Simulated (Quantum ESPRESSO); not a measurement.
Runs of Quantum ESPRESSO 7.5 on TaAs. The cell holds a sheet with vacuum, 2 atoms: a = 3.326 Å, b = 3.326 Å, c = 25.740 Å, α = 90.00°, β = 90.00°, γ = 90.00°. The cell was built by a generator and needn't be a form met in nature.

| level | gap on the mesh (eV) | largest force (eV/Å) | work function (eV) |
| --- | --- | --- | --- |
| WC | none | 0.13 | (c) |
| PBEsol | none | 0.13 | 4.77 |
| rev-vdW-DF2 | none | 0.05 | 4.92 |
| AM05 | none | (a) | 4.67 |
| RPBE | none | 0.26 | (b) |

Alike in all rows: task work function; potentials or basis SG15 PBE 1.2; no spin polarisation; cell as given; k mesh 8 × 8 × 1; cutoff (eV) 1020; smearing fermi-dirac 0.05 eV.

Q: Estimate the missing entries.

A: (a) 0.12; (b) 4.62; (c) 4.76.

Caveats: the potentials were made for another functional, which shifts forces and pressure.

A k mesh can miss the band edges, and the runs leave out spin-orbit coupling on As, Ta.

A gap of «none» marks a metal or a gap under the smearing width.

Runs at the PBE level aren't shown here.
